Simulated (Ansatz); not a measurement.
# ZrB: the cost of one run

Method: DFT PBEsol, scalar-relativistic, plane waves, PAW, in Ansatz 0.2.0.

**1. The system as given**

Symmetry: Fm-3m, No. 225, cubic system. Conventional cell: a = 4.650 Å, b = 4.650 Å, c = 4.650 Å, α = 90.00°, β = 90.00°, γ = 90.00°. Around Zr (site symmetry m-3m) lie 6 B at 2.33 Å. B (site symmetry m-3m) has 6 Zr at 2.33 Å as nearest neighbours.

Coordinates:

```cif
data_structure
_symmetry_space_group_name_H-M 'P 1'
_symmetry_Int_Tables_number 1
_cell_length_a 6.5761
_cell_length_b 6.5761
_cell_length_c 6.5761
_cell_angle_alpha 60.000
_cell_angle_beta 60.000
_cell_angle_gamma 60.000
_cell_volume 201.09
loop_
_atom_site_label
_atom_site_type_symbol
_atom_site_fract_x
_atom_site_fract_y
_atom_site_fract_z
_atom_site_occupancy
Zr1 Zr 0.00000 0.00000 0.00000 1
Zr2 Zr 0.50000 0.00000 0.00000 1
Zr3 Zr 0.00000 0.50000 0.00000 1
Zr4 Zr 0.00000 0.00000 0.50000 1
Zr5 Zr 0.50000 0.50000 0.00000 1
Zr6 Zr 0.50000 0.00000 0.50000 1
Zr7 Zr 0.00000 0.50000 0.50000 1
Zr8 Zr 0.50000 0.50000 0.50000 1
B1 B 0.75000 0.75000 0.75000 1
B2 B 0.25000 0.75000 0.75000 1
B3 B 0.75000 0.25000 0.75000 1
B4 B 0.75000 0.75000 0.25000 1
B5 B 0.25000 0.25000 0.75000 1
B6 B 0.25000 0.75000 0.25000 1
B7 B 0.75000 0.25000 0.25000 1
B8 B 0.25000 0.25000 0.25000 1
```

The cell is taken as given, not relaxed at this level.

**2. The perfect supercell on the trajectory's mesh**

input.yaml reads:

```yaml
crystal:
  lattice:
    - [-4.65, 4.65, 0.0]
    - [-4.65, 0.0, 4.65]
    - [0.0, 4.65, 4.65]
  atoms:
    - { symbol: Zr, position: [0.0, 0.0, 0.0] }
    - { symbol: Zr, position: [0.5, 0.0, 0.0] }
    - { symbol: Zr, position: [0.0, 0.5, 0.0] }
    - { symbol: Zr, position: [0.0, 0.0, 0.5] }
    - { symbol: Zr, position: [0.5, 0.5, 0.0] }
    - { symbol: Zr, position: [0.5, 0.0, 0.5] }
    - { symbol: Zr, position: [0.0, 0.5, 0.5] }
    - { symbol: Zr, position: [0.5, 0.5, 0.5] }
    - { symbol: B, position: [0.75, 0.75, 0.75] }
    - { symbol: B, position: [0.25, 0.75, 0.75] }
    - { symbol: B, position: [0.75, 0.25, 0.75] }
    - { symbol: B, position: [0.75, 0.75, 0.25] }
    - { symbol: B, position: [0.25, 0.25, 0.75] }
    - { symbol: B, position: [0.25, 0.75, 0.25] }
    - { symbol: B, position: [0.75, 0.25, 0.25] }
    - { symbol: B, position: [0.25, 0.25, 0.25] }
  symmetry: { detect: false }
basis:
  ecutwfc: 420
kpoints:
  mp_grid: { grid: [2, 2, 2], shift: [0.5, 0.5, 0.5] }
hamiltonian:
  xc: pbesol
scf:
  occupations: { method: gaussian, width: 0.1 }
output:
  forces: true
  stress: true
  eigenvalues: true
```

The run is started by

```console
$ ansatz run input.yaml --threads 4 --pin off --max-ram 5120MiB --backend cpu --events-out ev --progress --plain --runs-dir out
```

**Question.** How long does this run take on 4 threads of an x86-64 CPU, shared host, and how much memory does it need?

About 2.2 s, with a peak of 0.63 GiB.
